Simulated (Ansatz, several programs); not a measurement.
Cd2TeO as one 4-atom ordering (P-4m2) on the zincblende lattice, relaxed with PBE in Ansatz (plane waves, PAW): space group P-4m2 (No. 115), tetragonal; conventional cell a = 4.206 Å, c = 5.628 Å, 24.88 Å³ an atom. O is surrounded by 4 Cd at 2.31 Å; Cd is surrounded by 2 O at 2.31 Å and 2 Te at 2.81 Å; Te is surrounded by 4 Cd at 2.81 Å. The cell was then scaled with its shape and fractional coordinates held, which makes it stiffer than a relaxed compression. Simulation only: spin-unpolarised, and no claim that this is the phase found in nature.

| V (Å³/atom) | E (meV/atom) |
| --- | --- |
| 23.391 | 17.34 |
| 24.138 | 4.05 |
| 24.885 | 0.00 |
| 26.378 | 14.05 |

Q: Pass a cubic E = c₀ + c₁u + c₂u² + c₃u³, with u = V − 24.698 Å³, through these points.

A: c₀ = 0.22, c₁ = -2.546, c₂ = 7.347, c₃ = -0.5550 (meV and Å³).

Q: Where is the minimum, and what bulk modulus follows?

A: dE/du = 0 at u = +0.177, so V₀ = 24.87 Å³. B = V₀ d²E/dV² = 24.87 × (2c₂ + 6c₃u) = 24.87 × 14.105 = 351 meV/Å³, and 1 meV/Å³ is 0.16022 GPa: 56 GPa. A third-order Birch-Murnaghan fit to all five points gives 24.88 Å³ and 56 GPa.

Q: Predict the energy and the pressure at the withheld volume, 25.631 Å³.

A: With u = +0.933: E ≈ 3.79 meV and P = −dE/dV ≈ -1.56 GPa. The run gives 3.75 meV and, from its stress, -1.55 GPa.
